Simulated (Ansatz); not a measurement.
# ClGeH5: the cost of one run

The runs use Ansatz 0.2.0; RKS r2SCAN0-D4/def2-SVP.

## 1. Reference run: GeH₅Cl, relaxed

The input, input.yaml:

```yaml
crystal:
  periodic: [false, false, false]
  atoms:
    - { symbol: Ge, position_ang: [-0.412425, 0.458435, -0.223827] }
    - { symbol: H, position_ang: [0.690222, -0.215945, 1.299403] }
    - { symbol: H, position_ang: [-1.037789, 0.502805, -1.653167] }
    - { symbol: H, position_ang: [-1.521106, 0.232202, 0.827306] }
    - { symbol: H, position_ang: [0.532821, 1.66347, -0.024923] }
    - { symbol: H, position_ang: [0.926102, -0.925947, 0.673154] }
    - { symbol: Cl, position_ang: [0.822176, -1.715122, -0.897946] }
basis:
  gaussian: { orbitals: def2-SVP }
hamiltonian:
  xc: { name: r2SCAN0 }
  dispersion: d4
output:
  forces: true
relax:
  f_tol: 0.02
  max_steps: 120
  constraints:
    - { distance: [0, 6] }
    - { distance: [1, 5] }
    - { distance: [0, 1] }
    - { distance: [5, 6] }
  escape_saddle: false
```

Started as:

```sh
$ ansatz run input.yaml --threads 1 --pin off --max-ram 2560MiB --backend cpu --events-out ev --progress --plain --runs-dir out
```

Q: Estimate wall time and peak memory on 1 thread of Arm Neoverse V2, shared host.

About 14 s, with a peak of 0.16 GiB.
